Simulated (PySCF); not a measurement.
# C3H4AlN: the cost of one run

Programs: PySCF 2.14.0, with density-fitted response routines of our own. Each step states its level of theory. These are calculated values for one molecule in the gas phase, unless marked as measured. Atoms count from 0, in the outputs and in this text.

**1. The starting structure**

9 atoms, charge 0, multiplicity 1; geometry from: GFN2-xTB. The atoms were then displaced at random by about 0.01 Å, so the start is not that level's minimum.

Bonds of the start (Å): C0–C1 1.19, C1–Al2 1.94, Al2–N3 2.04, N3–C4 1.11, C0–H5 1.07, Al2–H6 1.59, Al2–H7 1.58, C4–H8 1.05.

**2. Optimising the geometry at PBE0-D3(BJ)/def2-SVP**

What the job is given:

```
{"job": {"xc": "PBE0", "basis": "def2-SVP", "d3": "d3bj", "grid": 1, "shake": 0.01, "kind": "geom"}, "charge": 0, "multiplicity": 1}
C     -2.852370    -0.079010    -0.086840
C     -1.717270     0.268800     0.030200
Al     0.106240     0.891080     0.249960
N      1.305090    -0.691800    -0.207240
C      2.288610    -1.202710    -0.307220
H     -3.885610    -0.341270    -0.203700
H      0.759820     1.007840     1.691960
H      0.822770     1.798650    -0.833580
H      3.230530    -1.668750    -0.367270
```

The run is started by

```bash
OMP_NUM_THREADS=1 python probes_run.py task.json out
```

One launch serves the whole session: the jobs run in the order shown.

**Question.** How long does this first job take on 1 thread of Arm Neoverse V1, shared host, and how much memory does it need?

About 25 s, with a peak of 0.38 GiB.
